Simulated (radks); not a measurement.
# Ta³⁷⁺ in [Kr]: an all-electron calculation

One table from this session's results is given with a row withheld; the runs are named, their logs left out.

Program: radks (a radial shooting solver on a logarithmic mesh, Libxc functionals) version 1. Level of theory: Dirac Kohn-Sham, PBEsol, spin-unpolarised, spherical densities, finite nucleus. These are calculated values, not measurements, unless marked.

### The atom as given

| Property | Result |
| --- | --- |
| element | tantalum (Z = 73) |
| charge | +37 |
| electrons | 36 |
| configuration | [Kr] |
| nuclear rms radius | 5.3507 fm |

The outer shells:

Ta³⁷⁺
```
[Ar] core
3d [↑↓][↑↓][↑↓][↑↓][↑↓]
4s [↑↓]
4p [↑↓][↑↓][↑↓]
```

Set-up of the first run:

Settings of this run:

```text
Z 73
configuration [Kr] 5s0 4d0
relativity Dirac
functional pbe_sol,pbe_sol
spin unpolarised
j_filling energy
nucleus finite rms 5.3507 fm
c 137.035999084
```

One table of the session follows, with a row left open; its other results are not shown here.

It belongs to the step «Radial structure». Sizes of the orbitals, from the radial functions (bohr):

| level | <r> | outermost maximum (interpolated) | 90 % within | nodes |
| --- | --- | --- | --- | --- |
| 1s1/2 | ? | ? | ? | ? |
| 2s1/2 | 0.07832 | 0.0671 | 0.122 | 1 |
| 2p1/2 | 0.06485 | 0.0499 | 0.108 | 0 |
| 2p3/2 | 0.07266 | 0.0567 | 0.118 | 0 |
| 3s1/2 | 0.2021 | 0.188 | 0.296 | 2 |
| 3p1/2 | 0.1919 | 0.176 | 0.288 | 1 |
| 3p3/2 | 0.2057 | 0.189 | 0.307 | 1 |
| 3d3/2 | 0.1796 | 0.148 | 0.278 | 0 |
| 3d5/2 | 0.1839 | 0.152 | 0.284 | 0 |
| 4s1/2 | 0.4121 | 0.405 | 0.583 | 3 |
| 4p1/2 | 0.4093 | 0.401 | 0.585 | 2 |
| 4p3/2 | 0.4300 | 0.422 | 0.613 | 2 |
| 4d3/2 | 0.4192 | 0.406 | 0.610 | 1 |
| 4d5/2 | 0.4250 | 0.412 | 0.618 | 1 |
| 5s1/2 | 0.7085 | 0.729 | 0.982 | 4 |

Q: Estimate the row for 1s1/2 from the others.

As computed: <r>: 0.01867; outermost maximum (interpolated): 0.0117; 90 % within: 0.0340; nodes: 0. In the column «<r>» it is the lowest.
